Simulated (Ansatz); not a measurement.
# Ag+ with H2O2: interaction against distance, part 2 of 2

Ansatz 0.2.0, Gaussian basis.

### 6 B moved by +0.57 Å, CCSD(T)/def2-TZVPPD

Contents of ab/in.yaml:

```yaml
crystal:
  periodic: [false, false, false]
  atoms:
    - {symbol: Ag, position_ang: [-0.250730, -0.033779, -2.218588]}
    - {symbol: O, position_ang: [-0.439244, 0.086848, 0.603311]}
    - {symbol: O, position_ang: [0.897568, -0.085745, 1.066690]}
    - {symbol: H, position_ang: [-0.939696, -0.576051, 1.105682]}
    - {symbol: H, position_ang: [0.987430, 0.643246, 1.702169]}
basis:
  gaussian: {orbitals: "def2-TZVPPD.json"}
total_charge: 1
correlation: {method: ccsd_t}
```

Contents of a/in.yaml:

```yaml
crystal:
  periodic: [false, false, false]
  atoms:
    - {symbol: Ag, position_ang: [-0.250730, -0.033779, -2.218588]}
basis:
  gaussian:
    orbitals: "def2-TZVPPD.json"
    ghost_atoms:
      - {symbol: O, position_ang: [-0.439244, 0.086848, 0.603311]}
      - {symbol: O, position_ang: [0.897568, -0.085745, 1.066690]}
      - {symbol: H, position_ang: [-0.939696, -0.576051, 1.105682]}
      - {symbol: H, position_ang: [0.987430, 0.643246, 1.702169]}
total_charge: 1
correlation: {method: ccsd_t}
```

Contents of b/in.yaml:

```yaml
crystal:
  periodic: [false, false, false]
  atoms:
    - {symbol: O, position_ang: [-0.439244, 0.086848, 0.603311]}
    - {symbol: O, position_ang: [0.897568, -0.085745, 1.066690]}
    - {symbol: H, position_ang: [-0.939696, -0.576051, 1.105682]}
    - {symbol: H, position_ang: [0.987430, 0.643246, 1.702169]}
basis:
  gaussian:
    orbitals: "def2-TZVPPD.json"
    ghost_atoms:
      - {symbol: Ag, position_ang: [-0.250730, -0.033779, -2.218588]}
correlation: {method: ccsd_t}
```

Output in ab (excerpt; [...] marks lines left out):

```text
Functional definition: HF
  name "HF"
  cite "Fock, Z. Phys. 61, 126 (1930) doi:10.1007/BF01340294"
  parent pbe
[...]
1076 factors; integrals over basis functions are off by at most 7.3e-4 eV
[...]
mean field -8075.16203635 eV, -296.7567312945 hartree, gradient 4.3e-6 eV, S^2 0.000000; 0 other end points of the search recorded, 0 dependent functions left out
2 core orbitals not correlated: weight in the atoms' cores, before any rotation towards them, 1.000 or more for the frozen orbitals, at most 0.000 for the correlated occupied ones
reference -8075.16203635 eV, -296.7567312945 hartree; 16, 16 occupied and 152, 152 virtual orbitals, 1076 factors
second order -30.34964567 eV of doubles, -0.00000000 eV of singles
cycle   1  -29.17028127 eV  change     1.2e0 eV  update   9.7e-2
[...]
cycle  13  -29.87524386 eV  change   -1.5e-5 eV  update   5.8e-6
perturbative correction -0.92145719 eV, -0.0338629272 hartree
Total energy: -8105.95873740 eV, -297.8884891834 hartree
```

Log of a (excerpt; [...] marks lines left out):

```text
[... 4 set-up lines as earlier in the session ...]
[...]
1088 factors; integrals over basis functions are off by at most 7.2e-4 eV
[...]
mean field -3969.68753146 eV, -145.8833260301 hartree, gradient 7.7e-7 eV, S^2 0.000000; 0 other end points of the search recorded, 0 dependent functions left out
reference -3969.68753146 eV, -145.8833260301 hartree; 9, 9 occupied and 161, 161 virtual orbitals, 1088 factors
second order -16.74468412 eV of doubles, -0.00000000 eV of singles
cycle   1  -15.79104794 eV  change    9.5e-1 eV  update   5.9e-2
[...]
cycle   7  -16.07902932 eV  change    1.8e-6 eV  update   1.0e-5
perturbative correction -0.40097891 eV, -0.0147357033 hartree
Total energy: -3986.16753968 eV, -146.4889551620 hartree
```

Output in b (excerpt; [...] marks lines left out):

```text
[... 4 set-up lines as earlier in the session ...]
[...]
1076 factors; integrals over basis functions are off by at most 7.3e-4 eV
[...]
mean field -4104.72880381 eV, -150.8460012550 hartree, gradient 2.0e-6 eV, S^2 0.000000; 0 other end points of the search recorded, 0 dependent functions left out
2 core orbitals not correlated: weight in the atoms' cores, before any rotation towards them, 1.000 or more for the frozen orbitals, at most 0.000 for the correlated occupied ones
reference -4104.72880381 eV, -150.8460012550 hartree; 7, 7 occupied and 161, 161 virtual orbitals, 1076 factors
second order -13.52277843 eV of doubles, -0.00000000 eV of singles
cycle   1  -13.33292151 eV  change    1.9e-1 eV  update   7.3e-2
[...]
cycle  12  -13.73514604 eV  change   -2.5e-6 eV  update   3.4e-6
perturbative correction -0.50771233 eV, -0.0186580839 hartree
Total energy: -4118.97166218 eV, -151.3694166460 hartree
```

Wall times: 71 s (ab), 18 s (a), 14 s (b) on 2 threads, shared host; peak memory 1.8 GiB.

This point gives -18.90 kcal/mol.

### 7 B moved by +1.14 Å, CCSD(T)/def2-TZVPPD

Contents of ab/in.yaml:

```yaml
crystal:
  periodic: [false, false, false]
  atoms:
    - {symbol: Ag, position_ang: [-0.250730, -0.033779, -2.218588]}
    - {symbol: O, position_ang: [-0.375412, 0.095452, 1.168127]}
    - {symbol: O, position_ang: [0.961400, -0.077140, 1.631506]}
    - {symbol: H, position_ang: [-0.875864, -0.567446, 1.670498]}
    - {symbol: H, position_ang: [1.051262, 0.651850, 2.266985]}
basis:
  gaussian: {orbitals: "def2-TZVPPD.json"}
total_charge: 1
correlation: {method: ccsd_t}
```

Contents of a/in.yaml:

```yaml
crystal:
  periodic: [false, false, false]
  atoms:
    - {symbol: Ag, position_ang: [-0.250730, -0.033779, -2.218588]}
basis:
  gaussian:
    orbitals: "def2-TZVPPD.json"
    ghost_atoms:
      - {symbol: O, position_ang: [-0.375412, 0.095452, 1.168127]}
      - {symbol: O, position_ang: [0.961400, -0.077140, 1.631506]}
      - {symbol: H, position_ang: [-0.875864, -0.567446, 1.670498]}
      - {symbol: H, position_ang: [1.051262, 0.651850, 2.266985]}
total_charge: 1
correlation: {method: ccsd_t}
```

Contents of b/in.yaml:

```yaml
crystal:
  periodic: [false, false, false]
  atoms:
    - {symbol: O, position_ang: [-0.375412, 0.095452, 1.168127]}
    - {symbol: O, position_ang: [0.961400, -0.077140, 1.631506]}
    - {symbol: H, position_ang: [-0.875864, -0.567446, 1.670498]}
    - {symbol: H, position_ang: [1.051262, 0.651850, 2.266985]}
basis:
  gaussian:
    orbitals: "def2-TZVPPD.json"
    ghost_atoms:
      - {symbol: Ag, position_ang: [-0.250730, -0.033779, -2.218588]}
correlation: {method: ccsd_t}
```

Log of ab (excerpt; [...] marks lines left out):

```text
[... 4 set-up lines as earlier in the session ...]
[...]
1077 factors; integrals over basis functions are off by at most 1.4e-3 eV
[...]
mean field -8074.93385416 eV, -296.7483457537 hartree, gradient 3.9e-6 eV, S^2 0.000000; 0 other end points of the search recorded, 0 dependent functions left out
2 core orbitals not correlated: weight in the atoms' cores, before any rotation towards them, 1.000 or more for the frozen orbitals, at most 0.000 for the correlated occupied ones
reference -8074.93385416 eV, -296.7483457537 hartree; 16, 16 occupied and 152, 152 virtual orbitals, 1077 factors
second order -30.26864213 eV of doubles, -0.00000000 eV of singles
cycle   1  -29.11718048 eV  change     1.2e0 eV  update   9.5e-2
[...]
cycle  12  -29.80892488 eV  change   -1.3e-5 eV  update   9.3e-6
perturbative correction -0.90846253 eV, -0.0333853823 hartree
Total energy: -8105.65124158 eV, -297.8771889203 hartree
```

a printed (excerpt; [...] marks lines left out):

```text
[... 4 set-up lines as earlier in the session ...]
[...]
1088 factors; integrals over basis functions are off by at most 1.3e-3 eV
[...]
mean field -3969.68718542 eV, -145.8833133137 hartree, gradient 6.8e-7 eV, S^2 0.000000; 0 other end points of the search recorded, 0 dependent functions left out
reference -3969.68718542 eV, -145.8833133137 hartree; 9, 9 occupied and 161, 161 virtual orbitals, 1088 factors
second order -16.72974564 eV of doubles, -0.00000000 eV of singles
cycle   1  -15.77960248 eV  change    9.5e-1 eV  update   5.8e-2
[...]
cycle   7  -16.06581270 eV  change    3.8e-6 eV  update   9.2e-6
perturbative correction -0.39808938 eV, -0.0146295150 hartree
Total energy: -3986.15108750 eV, -146.4883505554 hartree
```

b printed (excerpt; [...] marks lines left out):

```text
[... 4 set-up lines as earlier in the session ...]
[...]
1077 factors; integrals over basis functions are off by at most 1.4e-3 eV
[...]
mean field -4104.72848067 eV, -150.8459893796 hartree, gradient 2.1e-6 eV, S^2 0.000000; 0 other end points of the search recorded, 0 dependent functions left out
2 core orbitals not correlated: weight in the atoms' cores, before any rotation towards them, 1.000 or more for the frozen orbitals, at most 0.000 for the correlated occupied ones
reference -4104.72848067 eV, -150.8459893796 hartree; 7, 7 occupied and 161, 161 virtual orbitals, 1077 factors
second order -13.51989753 eV of doubles, -0.00000000 eV of singles
cycle   1  -13.33024260 eV  change    1.9e-1 eV  update   7.3e-2
[...]
cycle  12  -13.73237316 eV  change   -2.7e-6 eV  update   3.5e-6
perturbative correction -0.50734997 eV, -0.0186447674 hartree
Total energy: -4118.96820380 eV, -151.3692895526 hartree
```

Wall times: 66 s (ab), 18 s (a), 14 s (b) on 2 threads, shared host; peak memory 1.8 GiB.

Interaction: -12.27 kcal/mol.

### 8 B moved by +2.27 Å, CCSD(T)/def2-TZVPPD

Contents of ab/in.yaml:

```yaml
crystal:
  periodic: [false, false, false]
  atoms:
    - {symbol: Ag, position_ang: [-0.250730, -0.033779, -2.218588]}
    - {symbol: O, position_ang: [-0.247748, 0.112662, 2.297759]}
    - {symbol: O, position_ang: [1.089064, -0.059931, 2.761138]}
    - {symbol: H, position_ang: [-0.748200, -0.550237, 2.800130]}
    - {symbol: H, position_ang: [1.178926, 0.669059, 3.396617]}
basis:
  gaussian: {orbitals: "def2-TZVPPD.json"}
total_charge: 1
correlation: {method: ccsd_t}
```

Contents of a/in.yaml:

```yaml
crystal:
  periodic: [false, false, false]
  atoms:
    - {symbol: Ag, position_ang: [-0.250730, -0.033779, -2.218588]}
basis:
  gaussian:
    orbitals: "def2-TZVPPD.json"
    ghost_atoms:
      - {symbol: O, position_ang: [-0.247748, 0.112662, 2.297759]}
      - {symbol: O, position_ang: [1.089064, -0.059931, 2.761138]}
      - {symbol: H, position_ang: [-0.748200, -0.550237, 2.800130]}
      - {symbol: H, position_ang: [1.178926, 0.669059, 3.396617]}
total_charge: 1
correlation: {method: ccsd_t}
```

Contents of b/in.yaml:

```yaml
crystal:
  periodic: [false, false, false]
  atoms:
    - {symbol: O, position_ang: [-0.247748, 0.112662, 2.297759]}
    - {symbol: O, position_ang: [1.089064, -0.059931, 2.761138]}
    - {symbol: H, position_ang: [-0.748200, -0.550237, 2.800130]}
    - {symbol: H, position_ang: [1.178926, 0.669059, 3.396617]}
basis:
  gaussian:
    orbitals: "def2-TZVPPD.json"
    ghost_atoms:
      - {symbol: Ag, position_ang: [-0.250730, -0.033779, -2.218588]}
correlation: {method: ccsd_t}
```

Output in ab (excerpt; [...] marks lines left out):

```text
[... 4 set-up lines as earlier in the session ...]
[...]
1077 factors; integrals over basis functions are off by at most 9.2e-4 eV
[...]
mean field -8074.69470572 eV, -296.7395572106 hartree, gradient 3.2e-6 eV, S^2 0.000000; 0 other end points of the search recorded, 0 dependent functions left out
2 core orbitals not correlated: weight in the atoms' cores, before any rotation towards them, 1.000 or more for the frozen orbitals, at most 0.000 for the correlated occupied ones
reference -8074.69470572 eV, -296.7395572106 hartree; 16, 16 occupied and 152, 152 virtual orbitals, 1077 factors
second order -30.22862861 eV of doubles, -0.00000000 eV of singles
cycle   1  -29.09041291 eV  change     1.1e0 eV  update   9.3e-2
[...]
cycle  12  -29.77582919 eV  change   -1.8e-6 eV  update   8.1e-6
perturbative correction -0.90228370 eV, -0.0331583145 hartree
Total energy: -8105.37281861 eV, -297.8669570650 hartree
```

a printed (excerpt; [...] marks lines left out):

```text
[... 4 set-up lines as earlier in the session ...]
[...]
1088 factors; integrals over basis functions are off by at most 8.8e-4 eV
[...]
mean field -3969.68663288 eV, -145.8832930081 hartree, gradient 3.8e-7 eV, S^2 0.000000; 0 other end points of the search recorded, 0 dependent functions left out
reference -3969.68663288 eV, -145.8832930081 hartree; 9, 9 occupied and 161, 161 virtual orbitals, 1088 factors
second order -16.71732239 eV of doubles, -0.00000000 eV of singles
cycle   1  -15.76899299 eV  change    9.5e-1 eV  update   5.8e-2
[...]
cycle   7  -16.05421752 eV  change    6.2e-6 eV  update   8.4e-6
perturbative correction -0.39660803 eV, -0.0145750761 hartree
Total energy: -3986.13745843 eV, -146.4878496962 hartree
```

Log of b (excerpt; [...] marks lines left out):

```text
[... 4 set-up lines as earlier in the session ...]
[...]
1077 factors; integrals over basis functions are off by at most 9.2e-4 eV
[...]
mean field -4104.72833089 eV, -150.8459838755 hartree, gradient 2.0e-6 eV, S^2 0.000000; 0 other end points of the search recorded, 0 dependent functions left out
2 core orbitals not correlated: weight in the atoms' cores, before any rotation towards them, 1.000 or more for the frozen orbitals, at most 0.000 for the correlated occupied ones
reference -4104.72833089 eV, -150.8459838755 hartree; 7, 7 occupied and 161, 161 virtual orbitals, 1077 factors
second order -13.51801723 eV of doubles, -0.00000000 eV of singles
cycle   1  -13.32856483 eV  change    1.9e-1 eV  update   7.3e-2
[...]
cycle  12  -13.73059377 eV  change   -1.4e-6 eV  update   3.4e-6
perturbative correction -0.50707646 eV, -0.0186347163 hartree
Total energy: -4118.96600112 eV, -151.3692086058 hartree
```

Times: 66 s (ab), 18 s (a), 14 s (b) on 2 threads, shared host; peak memory 1.8 GiB.

ab − a − b = -6.21 kcal/mol.

### 9 The curves

```
shift (Å)  Ag1–O2 (Å)  PBE-D4  r2SCAN-D4  PBE0-D4  B3LYP-D4  wB97M-V  Hartree-Fock     MP2    CCSD  CCSD(T)
    -0.23        2.05  -27.21     -28.85   -24.62    -24.75   -23.32        -12.61  -22.77  -20.05   -21.16
    -0.11        2.16  -29.96     -31.21   -27.53    -27.96   -26.55        -17.65  -25.60  -23.54   -24.46
     0.00        2.27  -30.54     -31.39   -28.20    -28.86   -27.38        -19.93  -26.19  -24.60   -25.37
     0.11        2.38  -29.89     -30.33   -27.58    -28.44   -26.82        -20.57  -25.51  -24.28   -24.93
     0.27        2.54  -27.83     -27.81   -25.55    -26.51   -24.84        -19.98  -23.54  -22.66   -23.16
     0.57        2.83  -23.03     -22.40   -20.82    -21.72   -20.12        -17.20  -19.09  -18.60   -18.90
     1.14        3.39  -15.59     -14.26   -13.44    -13.97   -12.83        -11.95  -12.39  -12.20   -12.27
     2.27        4.52   -9.32      -7.26    -6.50     -6.60    -6.35         -6.45   -6.30   -6.24    -6.21
```

Energies in kcal/mol.

What each level costs and misses (shared host):

```csv
method,RMS deviation from CCSD(T) (kcal/mol),mean time a point
PBE-D4,4.71,3.9 s
r2SCAN-D4,5.11,6.6 s
PBE0-D4,2.43,4.3 s
B3LYP-D4,3.00,5.2 s
wB97M-V,1.63,16 s
Hartree-Fock,4.76,part of the CCSD(T) run
MP2,0.80,part of the CCSD(T) run
CCSD,0.66,part of the CCSD(T) run
CCSD(T),0,99 s
```

The best functional, wB97M-V, misses by 1.63 kcal/mol and takes 16 s a point, against 99 s for CCSD(T).

### 10 What came out

The summary covers parts 1 to 2.

| quantity | value |
| --- | --- |
| deepest point, CCSD(T) | -25.37 kcal/mol at +0.00 Å |
| at the longest distance | -6.21 kcal/mol at +2.27 Å |
| at the shortest | -21.16 kcal/mol at -0.23 Å |
| RMS deviation from CCSD(T) | PBE-D4 4.71, r2SCAN-D4 5.11, PBE0-D4 2.43, B3LYP-D4 3.00, wB97M-V 1.63, Hartree-Fock 4.76, MP2 0.80, CCSD 0.66 kcal/mol |

What this shows: Of the points run, CCSD(T) in this basis is lowest at the PBE0-D4 geometry. At +2.27 Å, 24 % of the binding is left. CCSD follows best and r2SCAN-D4 worst.
